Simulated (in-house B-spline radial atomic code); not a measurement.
# I⁺: excited configurations

How much energy does it take to promote electrons of I⁺ to other shells? Each configuration is solved by itself and compared with the reference.

The numbers are computed with in-house B-spline radial atomic code version 1 (Dirac-Hartree-Fock, average of configuration, Fermi nucleus, basis-set limit), except any that are marked as measured or tabulated.

## Step 1: Starting point

| Property | Result |
| --- | --- |
| element | iodine (Z = 53) |
| charge | +1 |
| electrons | 52 |
| configuration | [Kr] 4d10 5s2 5p4 |
| Hamiltonian | Dirac-Coulomb |
| nucleus | Fermi, rms radius 4.750 fm |

Outer shells as boxes (Hund's rule):

[Kr] 4d10 5s2 5p4
```
[Kr] core
4d [↑↓][↑↓][↑↓][↑↓][↑↓]
5s [↑↓]
5p [↑↓][↑ ][↑ ]
```

The boxes draw the filling by Hund's rule, which heavy ions in jj coupling don't follow; these runs average over all states of the configuration.

Input settings:

```ini
Z = 53
electrons = 52.0
configuration = [Kr] 4d10 5s2 5p4
hamiltonian = dirac
method = hf
spin_polarised = False
nucleus = fermi
rms_radius = 4.75
mass_number = 127
atomic_mass = 126.904472592
speed_of_light = 137.035999084
```

This reference run was done before. Its total energy is -7115.417735 hartree, and its levels are (the highest eight at most):

```tsv
orbital	occupation	energy (eV)	<r> (bohr)
4s1/2	2	-220.75	0.7409
4p1/2	2	-169.27	0.7753
4p3/2	4	-157.88	0.8015
4d3/2	4	-73.291	0.9115
4d5/2	6	-71.462	0.9228
5s1/2	2	-32.234	1.961
5p1/2	1.33333	-20.339	2.278
5p3/2	2.66667	-19.125	2.366
```

## Step 2: [Kr] 4d9 5s2 5p4 8g1

Input settings:

```ini
Z = 53
electrons = 52.0
configuration = [Kr] 4d9 5s2 5p4 8g1
hamiltonian = dirac
method = hf
spin_polarised = False
nucleus = fermi
rms_radius = 4.75
mass_number = 127
atomic_mass = 126.904472592
speed_of_light = 137.035999084
```

## Step 3: Run with [Ar] 3d9 4s2 4p6 4d10 5s2 5p4 8p1

Changes to the settings of step 2:

```diff
@@ -2,3 +2,3 @@
 electrons = 52.0
-configuration = [Kr] 4d9 5s2 5p4 8g1
+configuration = [Ar] 3d9 4s2 4p6 4d10 5s2 5p4 8p1
 hamiltonian = dirac
```

## Step 4: Run with [Kr] 4d9 5s2 5p4 8f1

Changes to the settings of step 3:

```diff
@@ -2,3 +2,3 @@
 electrons = 52.0
-configuration = [Ar] 3d9 4s2 4p6 4d10 5s2 5p4 8p1
+configuration = [Kr] 4d9 5s2 5p4 8f1
 hamiltonian = dirac
```

## Step 5: [Ar] 3d10 4s2 4p5 4d10 5s2 5p4 6s1

Changes to the settings of step 4:

```diff
@@ -2,3 +2,3 @@
 electrons = 52.0
-configuration = [Kr] 4d9 5s2 5p4 8f1
+configuration = [Ar] 3d10 4s2 4p5 4d10 5s2 5p4 6s1
 hamiltonian = dirac
```

## Step 6: Run with [Ar] 3d10 4s2 4p5 4d10 5s2 5p4 9p1

Changes to the settings of step 5:

```diff
@@ -2,3 +2,3 @@
 electrons = 52.0
-configuration = [Ar] 3d10 4s2 4p5 4d10 5s2 5p4 6s1
+configuration = [Ar] 3d10 4s2 4p5 4d10 5s2 5p4 9p1
 hamiltonian = dirac
```

## Step 7: Run with [Ar] 3d9 4s2 4p6 4d10 5s2 5p4 6s1

Changes to the settings of step 6:

```diff
@@ -2,3 +2,3 @@
 electrons = 52.0
-configuration = [Ar] 3d10 4s2 4p5 4d10 5s2 5p4 9p1
+configuration = [Ar] 3d9 4s2 4p6 4d10 5s2 5p4 6s1
 hamiltonian = dirac
```

Q: How far above the reference does each configuration lie (order and size, in eV)?

As calculated:

| net move | configuration | energy above the reference (eV) | with Breit, QED, recoil (eV) | largest <r> (bohr) |
| --- | --- | --- | --- | --- |
| 4d → 8f | [Kr] 4d9 5s2 5p4 8f1 | 67.079 | 67.119 | 43.2 |
| 4d → 8g | [Kr] 4d9 5s2 5p4 8g1 | 67.105 | 67.145 | 43.0 |
| 4p → 6s | [Ar] 3d10 4s2 4p5 4d10 5s2 5p4 6s1 | 148.04 | 147.87 | 4.93 |
| 4p → 9p | [Ar] 3d10 4s2 4p5 4d10 5s2 5p4 9p1 | 155.12 | 154.95 | 26.4 |
| 3d → 6s | [Ar] 3d9 4s2 4p6 4d10 5s2 5p4 6s1 | 634.92 | 634.62 | 4.91 |
| 3d → 8p | [Ar] 3d9 4s2 4p6 4d10 5s2 5p4 8p1 | 641.34 | 641.04 | 18.1 |

Quantum defects of the promoted electron, δ = n − ζ/√(−2ε) with ζ = 2 and ε its orbital energy in hartree:

| promotion | δ |
| --- | --- |
| 4d → 8f | 0.121 |
| 4d → 8g | 0.002 |
| 4p → 6s | 3.490 |
| 4p → 9p | 3.042 |
| 3d → 6s | 3.495 |
| 3d → 8p | 3.057 |

What this shows: The energies run from 67.079 eV (4d → 8f) to 641.34 eV (3d → 8p). 6 of them lie more than 2 % above the ionisation threshold that Koopmans' theorem gives (19.125 eV), where such states can decay by emitting an electron. Of those tabulated, the defect is largest for 6s (3.49) and least for 8g (0.00): low angular momentum penetrates the core, high angular momentum stays outside it. Two partly filled shells share a symmetry and can mix in the average, which may lower the energy, for: 4p → 6s; 4p → 9p; 3d → 8p. These are averages over configurations, without correlation, not spectroscopic levels.
